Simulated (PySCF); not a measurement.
**Pt₂O₂: singlet, from a rhombic ring start**

Program: PySCF 2.14.0. Level of theory: PBE0, basis Pt def2-TZVP with ECP60, O def2-TZVP, scalar-relativistic core potentials, no spin–orbit coupling, density fitting. These are calculated values, not measurements.

### 1 Starting geometry

4 atoms, charge 0, spin multiplicity 1.

Bond lengths: Pt1–Pt2 2.689 Å, Pt1–O3 1.972 Å, Pt1–O4 1.972 Å, Pt2–O3 1.972 Å, Pt2–O4 1.972 Å. Angles: Pt2–Pt1–O3 47.0°, Pt2–Pt1–O4 47.0°, O3–Pt1–O4 94.0°, Pt1–Pt2–O3 47.0°, Pt1–Pt2–O4 47.0°, O3–Pt2–O4 94.0°, Pt1–O3–Pt2 86.0°, Pt1–O4–Pt2 86.0°.

Z-matrix (Å, degrees; charge 0 multiplicity 1):
```
Pt
Pt 1 2.6892
O  1 1.9716 2 47.00
O  1 1.9716 2 47.00 3 180.00
```

### 2 The SCF at the typed geometry

The steps below are one call of a driver around PySCF. For each, scf.py gives the equivalent set-up of the SCF; relaxations use the driver's own optimiser. After this first run the driver tries any further starts and a stability analysis.

Input file scf.py:

```python
from pyscf import gto, scf, dft
mol = gto.M(atom='''
Pt     1.344600     0.000000     0.000000
Pt    -1.344600     0.000000     0.000000
O      0.000000     1.441900     0.000000
O      0.000000    -1.441900     0.000000''',
    basis={'Pt': 'def2-TZVP', 'O': 'def2-TZVP'},
    ecp={'Pt': 'def2-TZVP'},
    charge=0, spin=0)
mf = dft.RKS(mol, xc='PBE0')
mf.grids.atom_grid = (50, 194)
aux = {'Pt': 'def2-universal-JKFIT', 'O': 'def2-universal-JKFIT'}
mf = mf.density_fit(auxbasis=aux)
mf.conv_tol = 1e-08
mf.diis_space = 10
mf.max_cycle = 60
mf.init_guess = 'minao'
mf.verbose = 4
mf.kernel()
```

Launch:

```sh
$ OMP_NUM_THREADS=4 python axn.py task.json out
```

Q: Estimate the wall time on 4 threads of Arm Neoverse V1, shared host.

About 11 s, with a peak of 0.61 GiB.
